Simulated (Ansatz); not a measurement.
Crystal: Hf2Pd2Se2Br2O3.

```
CELL_PARAMETERS angstrom
3.72613 0.00000 0.00000
-1.86306 3.22692 0.00000
0.00000 0.00000 17.00867
ATOMIC_POSITIONS crystal
Hf 0.66667 0.33333 0.93385
Hf 0.33333 0.66667 0.06615
Pd 0.00000 0.00000 0.30298
Pd 0.00000 0.00000 0.69702
Se 0.33333 0.66667 0.22649
Se 0.66667 0.33333 0.77351
Br 0.66667 0.33333 0.39862
Br 0.33333 0.66667 0.60138
O 0.33333 0.66667 0.92689
O 0.66667 0.33333 0.07311
O 0.00000 0.00000 0.00000
```

The cell was built by a generator and needn't be a form met in nature.

- Program: Ansatz 0.2.0
- Task: relaxation of cell and atoms
- Functional: PBE
- Dispersion: D3(BJ)
- Potentials or basis: Ansatz PAW
- Cutoff: 420 eV (not typed: the program's choice for these potentials)
- k mesh: 6 × 6 × 2
- Occupations: fermi-dirac, width 0.05 eV
- Spin: no spin polarisation

At the start: volume 18.59 Å³/atom.

Question: Where does the relaxation end?

Answer: It ends after 10 steps and the volume is 17.35 Å³/atom (-6.7 %); space group P-3m1 (No. 164, to 0.05 Å).

Step by step:
| step | energy change (eV) | largest force (eV/Å) | volume (Å³) |
| --- | --- | --- | --- |
| 1 | 0.0000 | 0.1154 | 204.51 |
| 2 | -0.0905 | 0.4619 | 190.85 |
| 3 | -0.1238 | 0.2323 | 188.56 |
| 4 | -0.1291 | 0.2198 | 191.45 |
| 5 | -0.1416 | 0.1262 | 191.10 |
| 6 | -0.1427 | 0.0241 | 191.18 |
| 7 | -0.1427 | 0.0015 | 191.21 |
| 8 | -0.1300 | 0.0015 | 191.21 |
| 9 | -0.1305 | 0.0090 | 190.89 |
| 10 | -0.1302 | 0.0091 | 190.89 |

Final structure:
```cif
data_structure
_symmetry_space_group_name_H-M 'P 1'
_symmetry_Int_Tables_number 1
_cell_length_a 3.6902
_cell_length_b 3.6902
_cell_length_c 16.1862
_cell_angle_alpha 90.000
_cell_angle_beta 90.000
_cell_angle_gamma 120.000
_cell_volume 190.89
loop_
_atom_site_label
_atom_site_type_symbol
_atom_site_fract_x
_atom_site_fract_y
_atom_site_fract_z
_atom_site_occupancy
Hf1 Hf 0.66667 0.33333 0.92987 1
Hf2 Hf 0.33333 0.66667 0.07013 1
Pd1 Pd 0.00000 0.00000 0.31570 1
Pd2 Pd 0.00000 0.00000 0.68430 1
Se1 Se 0.33333 0.66667 0.23520 1
Se2 Se 0.66667 0.33333 0.76480 1
Br1 Br 0.66667 0.33333 0.41572 1
Br2 Br 0.33333 0.66667 0.58428 1
O1 O 0.33333 0.66667 0.92158 1
O2 O 0.66667 0.33333 0.07842 1
O3 O 0.00000 0.00000 0.00000 1
```

Caveat: the plane-wave basis is chosen anew once the cell has moved, so the energies of steps on either side of that aren't comparable.
